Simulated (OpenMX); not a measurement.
Runs of OpenMX 3.8.5 on NbSi. Symmetry: Fm-3m, No. 225, cubic system. Conventional cell: a = 5.148 Å, b = 5.148 Å, c = 5.148 Å, α = 90.00°, β = 90.00°, γ = 90.00°. Nb (site symmetry m-3m) has 6 Si at 2.57 Å as nearest neighbours. Si (site symmetry m-3m) has 6 Nb at 2.57 Å as nearest neighbours. The cell was built by a generator and needn't be a form met in nature.

| level | gap on the mesh (eV) | pressure (GPa) |
| --- | --- | --- |
| PBE+D4 | none | -2.1 |
| PBE+D3 | none | -1.8 |
| PBE | none | (a) |
| PBE+D3(BJ) | none | -4.0 |

Alike in all rows: task single point; potentials or basis OpenMX 2013 PBE set, Nb7.0-s3p2d2, Si7.0-s2p2d1, grid cutoff 400 Ry; no spin polarisation; cell as given; k mesh 7 × 7 × 7; smearing fermi-dirac 0.05 eV.

Question: Fill in the values left out.

Answer: (a) 1.3.

Caveats: the basis of atomic orbitals isn't converged, which shifts pressures, moduli and gaps; pairwise dispersion overbinds metals, which lowers pressure and volume (some runs).

A k mesh can miss the band edges, and the runs leave out spin-orbit coupling on Nb.

A gap of «none» marks a metal or a gap under the smearing width.
